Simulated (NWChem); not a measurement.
# C3H10Si (SMILES CC[SiH2]C) at 4 levels

Wanted: a comparison of 4 runs (HF/STO-3G, HF/3-21G, B3LYP/6-31G*) of C3H10Si. 

The results are computed with NWChem 7.3.0.

## 1. Starting point

The species is C3H10Si (14 atoms), meant as a singlet with charge 0. SMILES: `CC[SiH2]C`. Geometry: relaxed at PBE0-D4/def2-TZVP. This is one conformer, not always the lowest.

Bond lengths: C1–C2 1.526 Å, C2–Si3 1.878 Å, Si3–C4 1.873 Å, C1–H5 1.093 Å, C1–H6 1.093 Å, C1–H7 1.093 Å, C2–H8 1.096 Å, C2–H9 1.096 Å, Si3–H10 1.493 Å, Si3–H11 1.492 Å, C4–H12 1.093 Å, C4–H13 1.092 Å, C4–H14 1.093 Å. Some angles: C1–C2–Si3 113.9°, C2–Si3–C4 111.8°, C1–C2–H8 110.3°, C1–C2–H9 110.3°, Si3–C2–H8 108.2°, Si3–C2–H9 107.9°, C2–C1–H5 111.5°, C2–C1–H6 111.7°, C2–C1–H7 111.4°, C2–Si3–H10 109.1°.

## 2. Energy and forces at HF/STO-3G (run 1)

run.xyz reads:

```xyz
14
C3H10Si
C     -1.083200     1.456800    -0.037100
C     -0.325500     0.640000     1.005800
Si     1.058200    -0.410000     0.291100
C      0.417600    -1.645500    -0.962100
H     -1.565800     0.813700    -0.777700
H     -1.865000     2.069600     0.419000
H     -0.413500     2.130200    -0.579000
H     -1.013400    -0.020500     1.545900
H      0.110100     1.301300     1.762900
H      2.059200     0.482500    -0.364300
H      1.752900    -1.133900     1.394900
H     -0.315300    -2.317200    -0.507800
H      1.232500    -2.255600    -1.358400
H     -0.061800    -1.140700    -1.804300
```

run.py reads:

```python
from ase.io import read
from ase.calculators.nwchem import NWChem

molecule = read('run.xyz')

calc = NWChem(
    label='run',
    theory='scf',
    memory='2200 mb',
    basis='STO-3G',
    basispar='spherical bse',
    scf={'nopen': '0', 'rhf': None, 'thresh': '1e-08', 'maxiter': '80'},
)
molecule.calc = calc

forces = molecule.get_forces()
print(f"energy = {molecule.get_potential_energy():.6f} eV")
print("forces (eV/A):")
for s, f in zip(molecule.symbols, forces):
    print(f"{s:2s} {f[0]:10.5f} {f[1]:10.5f} {f[2]:10.5f}")
print("dipole (e A):", molecule.get_dipole_moment().round(4))
```

Started as:

```bash
$ export ASE_NWCHEM_COMMAND="nwchem PREFIX.nwi > PREFIX.nwo"
$ python run.py
```

Output:

```text
energy = -10984.620257 eV
forces (eV/A):
C    -0.52034    0.55536   -0.61527
C     0.55916   -0.71826    0.92256
Si    1.94123    0.18656    0.33018
C    -0.05343   -0.05086   -0.01430
H     0.13807    0.13179    0.23315
H     0.20918   -0.16260   -0.06880
H    -0.15637   -0.17874    0.18291
H     0.13478    0.38633   -0.29300
H    -0.27788   -0.13555   -0.37276
H    -1.22174   -1.08531    0.77467
H    -0.88014    0.85469   -1.30489
H     0.30627    0.26246   -0.27141
H    -0.36823    0.22919    0.14810
H     0.18954   -0.27501    0.34874
dipole (e A): [-0.0239 -0.0138  0.0083]
```

The calculator wrote run.nwi:

```
title "run"

permanent_dir run

scratch_dir run

start run

geometry units angstrom nocenter noautosym noautoz
  C  -1.0831999999999999e+00 1.4568000000000001e+00 -3.7100000000000001e-02
  C  -3.2550000000000001e-01 6.4000000000000001e-01 1.0058000000000000e+00
  Si 1.0582000000000000e+00 -4.0999999999999998e-01 2.9110000000000003e-01
  C  4.1760000000000003e-01 -1.6455000000000000e+00 -9.6209999999999996e-01
  H  -1.5658000000000001e+00 8.1369999999999998e-01 -7.7769999999999995e-01
  H  -1.8650000000000000e+00 2.0695999999999999e+00 4.1899999999999998e-01
  H  -4.1349999999999998e-01 2.1301999999999999e+00 -5.7899999999999996e-01
  H  -1.0134000000000001e+00 -2.0500000000000001e-02 1.5459000000000001e+00
  H  1.1010000000000000e-01 1.3012999999999999e+00 1.7628999999999999e+00
  H  2.0592000000000001e+00 4.8249999999999998e-01 -3.6430000000000001e-01
  H  1.7528999999999999e+00 -1.1338999999999999e+00 1.3949000000000000e+00
  H  -3.1530000000000002e-01 -2.3172000000000001e+00 -5.0780000000000003e-01
  H  1.2324999999999999e+00 -2.2555999999999998e+00 -1.3584000000000001e+00
  H  -6.1800000000000001e-02 -1.1407000000000000e+00 -1.8043000000000000e+00
end

memory 2200 mb

basis spherical bse noprint
   * library STO-3G
end

scf
  nopen 0
  rhf
  thresh 1e-08
  maxiter 80
end

task scf gradient
```

run.nwo:

```text
Northwest Computational Chemistry Package (NWChem) 7.3.0
             --------------------------------------------------------

           Job information
           ---------------

    nwchem branch   = 7.3.0
    use scalapack   = T
    input           = run.nwi
    prefix          = run.
    data base       = run/run.db
    status          = startup
    nproc           =        1

           Memory information
           ------------------

    heap     =     72089596 doubles =      550.0 Mbytes
    stack    =     72089601 doubles =      550.0 Mbytes
    global   =    144179200 doubles =     1100.0 Mbytes (distinct from heap & stack)
    total    =    288358397 doubles =     2200.0 Mbytes
    verify   = yes
    hardfail = no

[... 146 lines left out ...]
 Convergence threshold     :          1.000E-08
[... 12 lines left out ...]
       Final RHF  results
[... 3 lines left out ...]
      One-electron energy =   -900.116149873510
[... 1 line left out ...]
 Nuclear repulsion energy =    172.815384132206
[... 39 lines left out ...]
                       ROHF Final Molecular Orbital Analysis
[... 222 lines left out ...]
                         RHF ENERGY GRADIENTS

    atom               coordinates                        gradient
                 x          y          z           x          y          z
   1 C      -2.046951   2.752953  -0.070109    0.010119  -0.010800   0.011965
   2 C      -0.615106   1.209425   1.900686   -0.010874   0.013968  -0.017941
   3 Si      1.999708  -0.774788   0.550099   -0.037751  -0.003628  -0.006421
[... 10 lines of this table left out ...]
  14 H      -0.116785  -2.155610  -3.409633   -0.003686   0.005348  -0.006782

                 ----------------------------------------
                 |  Time  |  1-e(secs)   |  2-e(secs)   |
                 ----------------------------------------
                 |  CPU   |       0.00   |       0.22   |
                 ----------------------------------------
                 |  WALL  |       0.00   |       0.22   |
                 ----------------------------------------

 Task  times  cpu:        2.0s     wall:        2.0s
 Total times  cpu:        2.0s     wall:        2.0s
```

It took 2.8 s on 1 thread of AMD EPYC 9R45 (Zen 5), shared host; peak memory 0.1 GiB.

## 3. Energy and forces at HF/3-21G (run 2)

c3h10si.nw reads:

```
start c3h10si
title "C3H10Si"
memory total 2200 mb
charge 0
geometry units au noautosym nocenter noautoz
  C   -2.04695134   2.75295302  -0.07010884
  C   -0.61510585   1.20942472   1.90068654
  Si   1.99970819  -0.77478771   0.55009927
  C    0.78914963  -3.10954434  -1.81810550
  H   -2.95893317   1.53767015  -1.46964001
  H   -3.52433922   3.91097719   0.79179525
  H   -0.78140175   4.02549459  -1.09415143
  H   -1.91504845  -0.03873939   2.92132762
  H    0.20805885   2.45910061   3.33139819
  H    3.89132404   0.91179286  -0.68842723
  H    3.31250092  -2.14276045   2.63597897
  H   -0.59583065  -4.37887338  -0.95960293
  H    2.32908745  -4.26246625  -2.56700397
  H   -0.11678507  -2.15561059  -3.40963285
end
basis spherical bse
  * library 3-21G
end
scf
  singlet
  rhf
  thresh 1e-08
  maxiter 80
end
task scf gradient
```

Started as:

```bash
$ nwchem c3h10si.nw > c3h10si.out
```

Output:

```text
[...]
  functions       =    60
[...]
  wavefunction    = RHF
[...]
         Total SCF energy =   -406.178991240018
      One-electron energy =   -900.952914398399
      Two-electron energy =    321.958551583172
 Nuclear repulsion energy =    172.815371575208
        Time for solution =      1.9s
[...]
                         RHF ENERGY GRADIENTS
    atom               coordinates                        gradient
                 x          y          z           x          y          z
   1 C      -2.046951   2.752953  -0.070109    0.009399  -0.010002   0.012169
   2 C      -0.615106   1.209425   1.900687    0.005359  -0.001715  -0.020742
   3 Si      1.999708  -0.774788   0.550099   -0.016397  -0.001907  -0.004338
   4 C       0.789150  -3.109544  -1.818106    0.006397   0.013986   0.013936
   5 H      -2.958933   1.537670  -1.469640   -0.002296  -0.002664  -0.004221
   6 H      -3.524339   3.910977   0.791795   -0.004259   0.003376   0.001688
   7 H      -0.781402   4.025495  -1.094151    0.002898   0.003076  -0.003246
   8 H      -1.915048  -0.038739   2.921328   -0.002065  -0.004321   0.002987
   9 H       0.208059   2.459101   3.331398    0.003496   0.002034   0.004012
  10 H       3.891324   0.911793  -0.688427   -0.000905  -0.000704   0.000414
  11 H       3.312501  -2.142760   2.635979   -0.000703   0.000467  -0.000847
[...]
```

Wall time 2.8 s (1 thread of AMD EPYC 9R45 (Zen 5), shared host); peak memory 0.1 GiB.

Run 3 isn't shown in full; the table further down has it.

## 4. Energy and forces at B3LYP/6-31G(d) (Cartesian functions) (run 4)

nw.xyz reads:

```xyz
14
C3H10Si
C     -1.083200     1.456800    -0.037100
C     -0.325500     0.640000     1.005800
Si     1.058200    -0.410000     0.291100
C      0.417600    -1.645500    -0.962100
H     -1.565800     0.813700    -0.777700
H     -1.865000     2.069600     0.419000
H     -0.413500     2.130200    -0.579000
H     -1.013400    -0.020500     1.545900
H      0.110100     1.301300     1.762900
H      2.059200     0.482500    -0.364300
H      1.752900    -1.133900     1.394900
H     -0.315300    -2.317200    -0.507800
H      1.232500    -2.255600    -1.358400
H     -0.061800    -1.140700    -1.804300
```

nw.nw reads:

```
START nw
TITLE "C3H10Si"
memory total 2200 mb
charge 0

GEOMETRY units angstroms noautosym nocenter noautoz
load format xyz nw.xyz
END

BASIS "ao basis"
* library 6-31G*
END

DFT
xc b3lyp
mult 1
grid xfine
convergence energy 1e-08
iterations 100
mulliken
noprint "final vectors analysis"
END

TASK dft gradient
```

Started as:

```bash
$ nwchem nw.nw > nw.out
```

Output:

```text
[...]
          Wavefunction type:  closed shell.
          No. of atoms     :    14
          No. of electrons :    42
[...]
          Charge           :     0
          Spin multiplicity:     1
[...]
          AO basis - number of functions:    84
[...]
              XC Information
              --------------
                         B3LYP Method XC Potential
                     Hartree-Fock (Exact) Exchange  0.200
                        Slater Exchange Functional  0.800 local
                    Becke 1988 Exchange Functional  0.720 non-local
              Lee-Yang-Parr Correlation Functional  0.810
                  VWN I RPA Correlation Functional  0.190 local
[...]
 d= 0,ls=0.0,diis     1   -409.8097075139 -5.83D+02  6.91D-03  4.12D-01     3.7
[...]
 d= 0,ls=0.0,diis     8   -409.8470215438 -3.33D-09  4.09D-07  1.34D-09    24.7
         Total DFT energy =     -409.847021543754
      One electron energy =     -904.446673803867
           Coulomb energy =      362.769216559692
    Exchange-Corr. energy =      -40.984948431786
 Nuclear repulsion energy =      172.815384132206
[...]
  wavefunction    = closed shell
                         DFT ENERGY GRADIENTS
    atom               coordinates                        gradient
                 x          y          z           x          y          z
   1 C      -2.046951   2.752953  -0.070109    0.002105  -0.002291   0.002232
   2 C      -0.615106   1.209425   1.900686   -0.000584   0.000687  -0.004074
   3 Si      1.999708  -0.774788   0.550099   -0.005752  -0.000551  -0.001505
   4 C       0.789150  -3.109544  -1.818105    0.000422   0.002181   0.001940
   5 H      -2.958933   1.537670  -1.469640    0.001272   0.001045   0.001601
   6 H      -3.524339   3.910977   0.791795    0.001929  -0.001576  -0.000822
   7 H      -0.781402   4.025494  -1.094151   -0.001041  -0.001653   0.001150
   8 H      -1.915048  -0.038739   2.921327    0.001762   0.000714  -0.001274
   9 H       0.208059   2.459100   3.331398   -0.000145  -0.001578  -0.001612
  10 H       3.891324   0.911793  -0.688427   -0.000748  -0.000191  -0.000001
  11 H       3.312501  -2.142760   2.635979   -0.000626   0.000235  -0.000448
[...]
```

Run time: 30 s. Hardware: 1 thread of AMD EPYC 9R45 (Zen 5), shared host; peak memory 0.17 GiB.

## 5. All runs side by side

```
run                               level  iteration cap  module  energy (Eh)  dipole moment (D)  HOMO energy (eV)  LUMO energy (eV)  wall time
  1                           HF/STO-3G             80     scf  -403.677352               0.14             -9.81             13.90      2.8 s
  2                            HF/3-21G             80     scf  -406.178991               0.73            -11.28              5.44      2.8 s
  3  B3LYP/6-31G* (spherical functions)            100     dft  -409.843104               0.82             -7.86              1.58       29 s
  4  B3LYP/6-31G* (Cartesian functions)            100     dft  -409.847022               0.82                 –                 –       30 s
```

## 6. Results

| quantity | value |
| --- | --- |
| run 4: total energy | -409.84702 Eh |
| run 4: dipole moment | 0.82 D |
| run 4: largest force on an atom | 0.307 eV/Å |

The dipole moment (its size) runs from 0.14 D (HF/STO-3G) to 0.82 D (B3LYP/6-31G*). The two ends differ in method and basis. Over runs 1, 2, 3 the HOMO–LUMO gap runs from 9.44 eV (B3LYP/6-31G*) to 23.72 eV (HF/STO-3G). In run 1 the basis is minimal, so the values are rough. All runs together took 65 s, the longest 30 s.
